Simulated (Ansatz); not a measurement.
# ZnO (wurtzite type): the cost of one run

Program: Ansatz 0.2.0. Level of theory: DFT, PBE, all-electron LAPW, scalar-relativistic. These are calculated values, not measurements.

**1. The starting structure**

Symmetry: P6_3mc, No. 186, hexagonal system. Conventional cell: a = 3.279 Å, b = 3.279 Å, c = 5.294 Å, α = 90.00°, β = 90.00°, γ = 120.00°. Zn (site symmetry 3m) is surrounded by 4 O at 2.00 to 2.01 Å. O (site symmetry 3m) is surrounded by 4 Zn at 2.00 to 2.01 Å.

Coordinates:

```cif
data_structure
_symmetry_space_group_name_H-M 'P 1'
_symmetry_Int_Tables_number 1
_cell_length_a 3.2791
_cell_length_b 5.2940
_cell_length_c 5.6796
_cell_angle_alpha 90.000
_cell_angle_beta 90.000
_cell_angle_gamma 90.000
_cell_volume 98.59
loop_
_atom_site_label
_atom_site_type_symbol
_atom_site_fract_x
_atom_site_fract_y
_atom_site_fract_z
_atom_site_occupancy
Zn1 Zn 0.50000 0.99848 0.16667 1
Zn2 Zn 0.00000 0.99848 0.66667 1
Zn3 Zn 0.00000 0.49848 0.33333 1
Zn4 Zn 0.50000 0.49848 0.83333 1
O1 O 0.50000 0.37752 0.16667 1
O2 O 0.00000 0.37752 0.66667 1
O3 O 0.00000 0.87752 0.33333 1
O4 O 0.50000 0.87752 0.83333 1
```

Atoms are numbered in the order of the input: Zn1, Zn2, Zn3, Zn4, O5, O6, O7, O8.

**2. Bulk in the slab's orientation, LAPW**

Contents of input.yaml:

```yaml
crystal:
  lattice:
    - [-1.6395523398, 2.8397879543, 0.0]
    - [0.0, 0.0, 5.2939910384]
    - [4.9186570196, 2.8397879543, 0.0]
  atoms:
    - { symbol: Zn, position: [0.5, 0.998484604, 0.166666667] }
    - { symbol: Zn, position: [0.0, 0.998484604, 0.666666667] }
    - { symbol: Zn, position: [0.0, 0.498484604, 0.333333333] }
    - { symbol: Zn, position: [0.5, 0.498484604, 0.833333333] }
    - { symbol: O, position: [0.5, 0.377515396, 0.166666667] }
    - { symbol: O, position: [0.0, 0.377515396, 0.666666667] }
    - { symbol: O, position: [0.0, 0.877515396, 0.333333333] }
    - { symbol: O, position: [0.5, 0.877515396, 0.833333333] }
kpoints:
  mp_grid: { grid: [9, 6, 6] }
scf:
  occupations: { method: fermi_dirac, width: 0.02 }
hamiltonian:
  xc: pbe
  pseudopotentials: { kind: all_electron, lapw: { basis_error: 0.001 } }
output:
  forces: true
  stress: true
  eigenvalues: true
```

Run with:

```console
> ansatz run input.yaml --threads 3 --pin off --max-ram 8192MiB --backend cpu --events-out ev --progress --plain --runs-dir out
```

Q: Estimate wall time and peak memory on 3 threads of Arm Neoverse V1, shared host.

About 3.8 min, with a peak of 1.5 GiB.
